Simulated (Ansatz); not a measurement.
# ClH2InO: basis-set convergence

How large a basis does ClH2InO need? Two functionals are run in growing sets.

The runs use Ansatz 0.2.0, Gaussian basis; one geometry, several basis sets.

The runs, in order: PBE0-D4/def2-SVP; ωB97M-V/def2-SVP; PBE0-D4/def2-QZVPP; ωB97M-V/def2-QZVPP; the functionals' def2-TZVPP values are taken from earlier runs.

## (1) The relaxed structure

All runs share one geometry, relaxed beforehand with PBE0-D4 in a triple-zeta def2 set. In takes the def2 core potential; no spin-orbit term is included.

SMILES `[OH][InH][Cl]`, 5 atoms, charge 0, spin multiplicity 1.

Atoms are counted from 1 here; the program's logs count them from 0.

Bond lengths: O1–In2 1.968 Å, O1–H4 0.961 Å, In2–Cl3 2.333 Å, In2–H5 1.688 Å. Angles: In2–O1–H4 111.6°, O1–In2–Cl3 109.8°, O1–In2–H5 126.8°, Cl3–In2–H5 123.4°.

## (2) PBE0-D4 in def2-SVP

File in.yaml:

```yaml
crystal:
  periodic: [false, false, false]
  atoms:
    - {symbol: O, position_ang: [-1.390065, 0.131762, -0.577040]}
    - {symbol: In, position_ang: [0.449489, 0.401799, 0.067161]}
    - {symbol: Cl, position_ang: [1.287940, -1.597344, 0.930358]}
    - {symbol: H, position_ang: [-1.681657, -0.774766, -0.446960]}
    - {symbol: H, position_ang: [1.334283, 1.838549, 0.026481]}
basis:
  gaussian: {orbitals: def2-SVP}
hamiltonian: {xc: pbe0, dispersion: d4}
output: {orbitals: {seedname: orbitals}}
```

Further steps of the session: ωB97M-V in def2-SVP; PBE0-D4 in def2-QZVPP; ωB97M-V in def2-QZVPP.

**Question.** What will the summary of the whole plan be? Wanted: PBE0-D4: double and triple zeta above quadruple; ωB97M-V: double and triple zeta above quadruple.

The runs gave:

| quantity | value |
| --- | --- |
| PBE0-D4: double and triple zeta above quadruple | 7.90, 0.55 eV |
| ωB97M-V: double and triple zeta above quadruple | 7.92, 0.53 eV |

In words: PBE0-D4 gains 7.35 eV from double to triple zeta, then 0.55 eV more. These are total energies; as a rule much of such shifts cancels in differences, which this series doesn't test.
